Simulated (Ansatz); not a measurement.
**MgRe3 under changes of volume**

One of the cells (15.106 Å³/atom); the others are scaled copies at fixed shape and fractional positions:

```
CELL_PARAMETERS angstrom
0.00000 3.11453 3.11453
3.11453 0.00000 3.11453
3.11453 3.11453 0.00000
ATOMIC_POSITIONS crystal
Re 0.75000 0.75000 0.75000
Re 0.50000 0.50000 0.50000
Re 0.25000 0.25000 0.25000
Mg 0.00000 0.00000 0.00000
```

The cell comes from a database or a generator and needn't be the stable form of this composition.

```yaml
Program: Ansatz 0.2.0
Functional: PBE
Potentials_or_basis: Ansatz PAW
Cutoff: "420 eV (not typed: the program's choice for these potentials)"
k_mesh: 7 × 7 × 7
Occupations: fermi-dirac, width 0.05 eV
Spin: no spin polarisation
```

```tsv
volume (Å³/atom)	energy over the lowest point (meV/atom)	pressure (GPa)
14.200	?	?
14.502	19.87	11.3
14.804	4.43	5.2
15.106	0.00	-0.3
15.408	5.43	-5.3
15.710	19.67	-9.7
16.012	41.80	-13.6
```

Task: What does the run at 14.200 Å³/atom give?

Result: Energy over the lowest point 47.53 meV/atom; pressure 18.2 GPa.

Worked out: A Birch-Murnaghan fit of order 3 (a polynomial in V^(-2/3)) to the other rows has its minimum at 15.09 Å³/atom with B0 = V·E''(V) = 263 GPa and B' = 4.6. It gives 47.63 meV/atom at 14.200 Å³/atom, against the run's 47.53, and -dE/dV = 18.2 GPa, against 18.2.

Energies are extrapolated to zero smearing.
